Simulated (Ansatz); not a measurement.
Geometry optimisation, DFT PBE, scalar-relativistic, plane waves, PAW in Ansatz 0.2.0.

Input:

```yaml
crystal:
  lattice:
    - [-2.457135, 4.255883, 5.4058]
    - [4.91427, 0.0, 5.4058]
    - [4.91427, 8.511765, 0.0]
  atoms:
    - { symbol: Si, position: [0.0971833, 0.5694833, 0.9514083] }
    - { symbol: Si, position: [0.4028167, 0.9305167, 0.0347417] }
    - { symbol: Si, position: [0.0, 0.0, 0.26385] }
    - { symbol: O, position: [0.31895, 0.46915, 0.973425] }
    - { symbol: O, position: [0.9353833, 0.5193833, 0.1074083] }
    - { symbol: O, position: [0.9278167, 0.1936167, 0.3280917] }
    - { symbol: O, position: [0.18105, 0.03085, 0.117475] }
    - { symbol: O, position: [0.5646167, 0.9806167, 0.0847917] }
    - { symbol: O, position: [0.5721833, 0.3063833, 0.1388083] }
    - { symbol: Si, position: [0.0971833, 0.5694833, 0.4514083] }
    - { symbol: Si, position: [0.4028167, 0.9305167, 0.5347417] }
    - { symbol: Si, position: [0.0, 0.0, 0.76385] }
    - { symbol: O, position: [0.31895, 0.46915, 0.473425] }
    - { symbol: O, position: [0.9353833, 0.5193833, 0.6074083] }
    - { symbol: O, position: [0.9278167, 0.1936167, 0.8280917] }
    - { symbol: O, position: [0.18105, 0.03085, 0.617475] }
    - { symbol: O, position: [0.5646167, 0.9806167, 0.5847917] }
    - { symbol: O, position: [0.5721833, 0.3063833, 0.6388083] }
    - { symbol: Si, position: [0.5971833, 0.0694833, 0.2014083] }
    - { symbol: Si, position: [0.9028167, 0.4305167, 0.2847417] }
    - { symbol: Si, position: [0.5, 0.5, 0.51385] }
    - { symbol: O, position: [0.81895, 0.96915, 0.223425] }
    - { symbol: O, position: [0.4353833, 0.0193833, 0.3574083] }
    - { symbol: O, position: [0.4278167, 0.6936167, 0.5780917] }
    - { symbol: O, position: [0.68105, 0.53085, 0.367475] }
    - { symbol: O, position: [0.0646167, 0.4806167, 0.3347917] }
    - { symbol: O, position: [0.0721833, 0.8063833, 0.3888083] }
    - { symbol: Si, position: [0.5971833, 0.0694833, 0.7014083] }
    - { symbol: Si, position: [0.9028167, 0.4305167, 0.7847417] }
    - { symbol: Si, position: [0.5, 0.5, 0.01385] }
    - { symbol: O, position: [0.81895, 0.96915, 0.723425] }
    - { symbol: O, position: [0.4353833, 0.0193833, 0.8574083] }
    - { symbol: O, position: [0.4278167, 0.6936167, 0.0780917] }
    - { symbol: O, position: [0.68105, 0.53085, 0.867475] }
    - { symbol: O, position: [0.0646167, 0.4806167, 0.8347917] }
    - { symbol: O, position: [0.0721833, 0.8063833, 0.8888083] }
    - { symbol: B, position: [0.8554471, 0.8161549, 0.0674698], spin: 1.0 }
magnetization:
  spin_polarized: true
basis:
  ecutwfc: 420.0
kpoints:
  mp_grid: { grid: [2, 2, 1] }
hamiltonian:
  xc: pbe
  pseudopotentials: { kind: paw, azcp: { folder: soft_1 } }
scf:
  occupations: { method: gaussian, width: 0.05 }
  lower_state_search: "off"
relax:
  f_tol: 0.03
  max_steps: 60
  adjacent_minimum: "off"
```

Launched with:

```bash
$ ansatz run input.yaml --threads 4 --pin off --max-ram 10240MiB --backend cpu --events-out ev --progress --plain --runs-dir out
```

Question: Where does it end, and by what steps?

Answer: The forces met the threshold. Limits of this set-up: coarse k mesh, a small cell, in which the defect meets its images, a typed lattice constant that wasn't relaxed here. After 22 steps the energy has fallen by 4.839 eV; B37 moved furthest, 2.12 Å. Parted: O5–Si20 (1.60 → 2.61 Å). Joined: O5–B37 (1.99 → 1.32 Å), Si20–B37 (2.91 → 1.94 Å).

| step | energy less start (eV) | largest force component (eV/Å) | accepted |
| --- | --- | --- | --- |
| 0 | 0.0000 | 1.818 | yes |
| 1 | -1.1363 | 1.260 | yes |
| 2 | -2.0877 | 0.469 | yes |
| 3 | -2.2320 | 0.408 | yes |
| 4 | -2.3746 | 0.190 | yes |
| 5 | -2.4320 | 0.142 | yes |
| 6 | -2.4659 | 0.218 | yes |
| 7 | -2.5204 | 0.437 | yes |
| 8 | -2.6916 | 0.734 | yes |
| 9 | -3.0287 | 1.229 | yes |
| 10 | -3.4880 | 1.309 | yes |
| 11 | -4.0657 | 0.850 | yes |
| 12 | -4.1111 | 2.287 | yes |
| 13 | -4.3107 | 1.999 | yes |
| 14 | -4.6251 | 0.573 | yes |
| 15 | -4.7688 | 0.423 | yes |
| 16 | -4.8037 | 0.321 | yes |
| 17 | -4.8073 | 0.315 | yes |
| 18 | -4.8293 | 0.077 | yes |
| 19 | -4.8368 | 0.085 | yes |
| 20 | -4.8384 | 0.039 | yes |
| 21 | -4.8388 | 0.033 | yes |
| 22 | -4.8390 | 0.028 | yes |

```xyz
37
Lattice="-2.4571 4.2559 5.4058 4.9143 0.0000 5.4058 4.9143 8.5118 0.0000" Properties=species:S:1:pos:R:3
Si 6.787 8.221 4.016
Si 3.844 2.080 7.138
Si 1.456 2.385 -0.011
O 5.961 9.429 4.667
O 0.009 4.527 8.011
O 0.518 6.962 5.893
O 0.468 1.983 1.223
O 3.725 3.234 8.289
O 0.724 3.508 4.738
Si 4.720 4.195 3.585
Si 6.382 6.221 7.245
Si 3.871 6.473 0.100
O 3.802 5.320 4.328
O 3.079 9.006 7.688
O 2.861 11.147 6.132
O 2.962 5.857 1.306
O 6.415 7.409 8.353
O 3.539 7.946 4.622
Si -0.161 4.262 3.611
Si 1.566 6.384 7.032
Si 4.036 6.585 5.331
O 3.875 5.420 9.727
O 0.831 4.885 2.484
O 5.546 6.731 5.937
O 3.138 6.435 6.657
O 3.796 2.986 3.018
O 5.818 3.728 4.686
Si 2.484 8.548 3.560
Si 3.687 10.467 7.368
Si 1.246 2.249 5.614
O 6.479 9.661 9.703
O 3.382 9.173 2.361
O 2.845 2.407 5.898
O 5.248 10.380 6.929
O 5.912 6.992 3.391
O 8.063 7.806 4.924
B 1.101 4.518 7.278
```

Whether the end is a true minimum wasn't checked by a vibrational analysis.

The run took 3.1 min on 4 threads of Arm Neoverse V1, with other jobs on the host, peak memory 1.5 GiB.
